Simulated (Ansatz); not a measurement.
# C2H4BFO2: a ladder of functionals and wavefunction methods

The task here is to estimate one member of a computed series from the others.

Computed with Ansatz 0.2.0, Gaussian basis. Level: functionals in def2-TZVPP, the program's frozen cores in correlated methods.

Plan: PBE-D4, r2SCAN-D4, PBE0-D4, B3LYP-D4, ωB97X-V, ωB97M-V, B2PLYP; CCSD(T)/def2-TZVPP; MP2/def2-QZVPP; extrapolation to the limit.

### The geometry

All runs share one geometry, relaxed beforehand with PBE0-D4 in a triple-zeta def2 set.

SMILES `B/C(O)=C(\O)F`, 10 atoms, charge 0, spin multiplicity 1.

Atoms are counted from 1 here; the program's logs count them from 0.

Bond lengths: B1–C2 1.492 Å, B1–H7 1.197 Å, B1–H8 1.204 Å, C2–O3 1.378 Å, C2–C4 1.367 Å, O3–H9 0.960 Å, C4–O5 1.313 Å, C4–F6 1.304 Å, O5–H10 0.970 Å. Angles: C2–B1–H7 121.1°, C2–B1–H8 120.8°, H7–B1–H8 118.1°, B1–C2–O3 125.4°, B1–C2–C4 119.8°, O3–C2–C4 114.8°, C2–O3–H9 107.2°, C2–C4–O5 127.9°, C2–C4–F6 121.5°, O5–C4–F6 110.5°, C4–O5–H10 107.3°.

Geometry (Å):

```xyz
10
C2H4BFO2
B     0.9805   -0.4844   -0.7090
C     0.1843   -0.0052    0.4578
O     0.6202    0.0202    1.7644
C    -1.0883    0.4570    0.2681
O    -1.7546    0.5466   -0.8599
F    -1.8141    0.8839    1.2636
H     2.0966   -0.8938   -0.5690
H     0.5168   -0.4705   -1.8200
H     1.5161   -0.3238    1.7719
H    -1.1744    0.2188   -1.5649
```

Set-up of the first run:

Contents of in.yaml:

```yaml
crystal:
  periodic: [false, false, false]
  atoms:
    - {symbol: B, position_ang: [0.980485, -0.484435, -0.709013]}
    - {symbol: C, position_ang: [0.184341, -0.005223, 0.457801]}
    - {symbol: O, position_ang: [0.620173, 0.020249, 1.764376]}
    - {symbol: C, position_ang: [-1.088281, 0.456983, 0.268096]}
    - {symbol: O, position_ang: [-1.754609, 0.546639, -0.859936]}
    - {symbol: F, position_ang: [-1.814143, 0.883932, 1.263629]}
    - {symbol: H, position_ang: [2.096554, -0.893829, -0.568962]}
    - {symbol: H, position_ang: [0.516812, -0.470514, -1.820009]}
    - {symbol: H, position_ang: [1.516073, -0.323771, 1.771881]}
    - {symbol: H, position_ang: [-1.174407, 0.218768, -1.564860]}
basis:
  gaussian: {orbitals: def2-TZVPP}
hamiltonian: {xc: pbe, dispersion: d4}
output: {forces: true, orbitals: {seedname: orbitals}}
```

Run with:

```console
$ ansatz run in.yaml --threads 4 --pin off --events-out ev --progress --plain --max-ram 10444MiB
```

Steps of the session up to this table: PBE-D4 (GGA); r2SCAN-D4 (meta-GGA); PBE0-D4 (hybrid); B3LYP-D4 (hybrid); ωB97X-V (range-separated); ωB97M-V (range-separated); B2PLYP (double hybrid); CCSD(T) in def2-TZVPP; MP2 in def2-QZVPP.

One of the session's tables, all rows but one given; the rest of the session is left out.

It belongs to the step «Atomisation energies». 

```
            method  atomisation energy (eV)
            PBE-D4                   43.551
         r2SCAN-D4                   42.190
           PBE0-D4                   42.091
          B3LYP-D4                   41.741
           ωB97X-V                        ?
           ωB97M-V                   41.924
            B2PLYP                   41.327
     HF/def2-TZVPP                   28.795
    MP2/def2-TZVPP                   41.831
   CCSD/def2-TZVPP                   39.503
CCSD(T)/def2-TZVPP                   40.383
           MP2/CBS                   42.996
       CCSD(T)/CBS                   41.548
```

**Question.** Estimate the row for ωB97X-V.

**Answer.** atomisation energy (eV): 41.744. In the column «atomisation energy (eV)» it lies between B3LYP-D4 (41.741) and MP2/def2-TZVPP (41.831).
